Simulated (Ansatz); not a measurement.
# AlClH6N2: the cost of one run

Program: Ansatz 0.2.0. Level of theory: RKS B3LYP/6-31G*. These are calculated values, not measurements.

### 1 The starting structure

Bond lengths: Al1–Cl2 2.580 Å, Al1–N3 1.920 Å, N3–H4 1.060 Å, N3–H5 1.060 Å, Al1–H6 1.560 Å, Al1–N7 2.220 Å, N7–H8 1.060 Å, N7–H9 1.060 Å. Angles: Cl2–Al1–N3 120.0°, Cl2–Al1–H6 120.0°, Cl2–Al1–N7 71.6°, N3–Al1–H6 120.0°, N3–Al1–N7 96.8°, H6–Al1–N7 101.3°, Al1–N3–H4 120.0°, Al1–N3–H5 120.0°, H4–N3–H5 120.0°, Al1–N7–H8 120.0°, Al1–N7–H9 120.0°, H8–N7–H9 120.0°.

Structure file:

```xyz
10

Al    0.0000    0.0000    0.0000
Cl    0.0000    0.0000    2.5800
N     1.6627    0.0000   -0.9600
H     2.1293   -0.9179   -1.2118
H     2.1141    0.9179   -1.2382
H    -1.3510    0.0000   -0.7800
N     0.0995    2.1044    0.7000
H     0.4930    2.3259    1.6590
H    -0.2465    2.8877    0.0753
H     0.0692    1.4632    1.8747
```

### 2 A restrained relaxation towards end A

Springs on the bonds that form and break draw the guess towards this end; the thresholds are loose.

File input.yaml:

```yaml
crystal:
  periodic: [false, false, false]
  atoms:
    - { symbol: Al, position_ang: [0.0, 0.0, 0.0] }
    - { symbol: Cl, position_ang: [0.0, 0.0, 2.58] }
    - { symbol: "N", position_ang: [1.6627, 0.0, -0.96] }
    - { symbol: H, position_ang: [2.1293, -0.9179, -1.2118] }
    - { symbol: H, position_ang: [2.1141, 0.9179, -1.2382] }
    - { symbol: H, position_ang: [-1.351, 0.0, -0.78] }
    - { symbol: "N", position_ang: [0.0995, 2.1044, 0.7] }
    - { symbol: H, position_ang: [0.493, 2.3259, 1.659] }
    - { symbol: H, position_ang: [-0.2465, 2.8877, 0.0753] }
    - { symbol: H, position_ang: [0.0692, 1.4632, 1.8747] }
basis:
  gaussian: { orbitals: "6-31G*" }
hamiltonian:
  xc: b3lyp
relax:
  f_tol: 0.15
  max_steps: 25
  restrain:
    - { distance: [0, 6], at: 3.12, k: 30.0 }
    - { distance: [9, 1], at: 2.57, k: 30.0 }
    - { distance: [0, 1], at: 2.23, k: 30.0 }
    - { distance: [9, 6], at: 1.06, k: 30.0 }
```

The run is started by

```bash
ansatz run input.yaml --threads 1 --pin off --max-ram 2048MiB --backend cpu --events-out ev --progress --plain --runs-dir out
```

**Question.** How long does this run take on 1 thread of AMD EPYC 7R43 (Zen 3), shared host, and how much memory does it need?

About 58 s, with a peak of 0.17 GiB.
